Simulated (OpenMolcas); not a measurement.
# Ag²⁺ among point charges: CASSCF and CASPT2 levels and susceptibility

How does a field of 6 point charges split the states of Ag²⁺, and what χT follows?

Method: state-averaged CASSCF and CASPT2, spin-orbit coupling by RASSI with atomic mean-field integrals. Code: OpenMolcas 26.06.

## (1) What is computed

| Quantity | Value |
| --- | --- |
| Species | Ag²⁺ (silver, Z = 47, 45 electrons) |
| Basis | ANO-RCC-VDZP [6s5p3d1f], 43 functions |
| Scalar Hamiltonian | DKH2, point nucleus |
| Inactive shells | 1s 2s 2p 3s 3p 3d 4s 4p |
| Active space | 9 electrons in 5 orbitals (4d) |
| Some configurations of this space | 4d⁹ |
| Orbitals | optimised for each spin and parity, averaged over all roots |

Outer shells as boxes (Hund's rule):

4d9
```
4d [↑↓][↑↓][↑↓][↑↓][↑ ]
```

The ion sits among 6 point charges of -1.7 e arranged as a tetragonal octahedron (D4h), 2.22 Å from the ion, with the axial distance 2.753 Å.

Each step is its own input file, run in one work folder so that later steps find the files of earlier ones. Labels, J, g values, rates, χT and fits are worked out afterwards by a script from the matrices that RASSI stores. The input lists half of the charges; inversion (Group=XYZ) makes the rest.

## (2) GATEWAY and SEWARD: basis and integrals

Input file a.inp:

```
&GATEWAY
Coord
1

Ag 0.0 0.0 0.0
Basis=ANO-RCC-VDZP
Group=XYZ
NoMove
AngMom=0.0 0.0 0.0
AMFI
XField
3 Angstrom 0
2.220000 0.000000 0.000000 -1.700000
0.000000 2.220000 0.000000 -1.700000
0.000000 0.000000 2.752800 -1.700000
&SEWARD
```

Run with:

```console
$ OMP_NUM_THREADS=1 MOLCAS_MEM=1689 MOLCAS_PROJECT=a pymolcas a.inp > a.log
```

## (3) CASSCF: doublets of even parity, 5 roots

Input file a.inp:

```
&RASSCF
FileOrb=start.orb
Symmetry=1
Spin=2
nActEl=9 0 0
Inactive=9 9
Ras2=5 0
CIRoot=5 5 1
SDav=5
CIMx=300
Iter=120 100
PrWF=0.3
OrbListing=Nothing
MaxOrb=0
>>> COPY $Project.JobIph JOB001
```

start.orb holds the contracted functions of the basis, ordered by shell, or the orbitals of the step before.

## (4) State interaction with spin-orbit coupling

Input file a.inp:

```
&RASSI
NrOfJobIphs=1 5
1 2 3 4 5
IphNames
JOB001
EJob
SpinOrbit
DIPRint=1.0
SOCoupling=1000.0
Subsets=2
Property=9
'ANGMOM' 1 'ANGMOM' 2 'ANGMOM' 3 'MLTPL  1' 1 'MLTPL  1' 2 'MLTPL  1' 3
'AMFI' 1 'AMFI' 2 'AMFI' 3
SOProperty=3
'ANGMOM' 1 'ANGMOM' 2 'ANGMOM' 3
```

## (5) CASPT2: IPEA 0.25, imaginary shift 0.1 (closed shells correlated: 4s 4p)

Input file a.inp:

```
>>> COPY JOB001 $Project.JobIph
&CASPT2
Multistate=5 1 2 3 4 5
NoMult
Frozen=8 6
IPEA=0.25
Imaginary=0.1
MaxIter=60
WThr=0.0 0.3 0.05
PrWF=0.5
NoMix
```

(Steps that only read results are left out.)

Before running it: what results should come out? Wanted: spin-free ground state; first state of the same spin within the active space; lowest level; next level.

The runs gave:

```
                                            quantity                                                                        value
                                              method  SS-CASPT2, IPEA 0.25, imaginary shift 0.1 (closed shells correlated: 4s 4p)
                              spin-free ground state                                              2B1, 1-fold in its orbital part
first state of the same spin within the active space                                                             2B2 at 4590 cm⁻¹
                                        lowest level                                            2-fold E3/2, g = 1.99, 1.99, 4.25
                                          next level                                                                  5088.1 cm⁻¹
                                         χT at 300 K                                                               0.86 cm³ K/mol
                           effective moment at 300 K                                                                      2.62 μB
```

Cost by method:

```csv
method,time of its own steps,time with the reference
A. CASSCF,1.5 s,1.5 s
"B. SS-CASPT2, IPEA 0.25, imaginary shift 0.1, +4s 4p",0.41 s,1.9 s
```

Times are of one thread on a shared host.

**Reading.** The spin-free ground state (2B1) comes to 100 % from free-ion D terms and keeps the highest spin of the shell. χT at 300 K is 0.86, against 0.38 cm³ K/mol for the spin alone, so orbital moment adds to it. The field of point charges can differ much from that of real complexes. Point charges carry no covalency, so the field is a model and not that of real ligands.
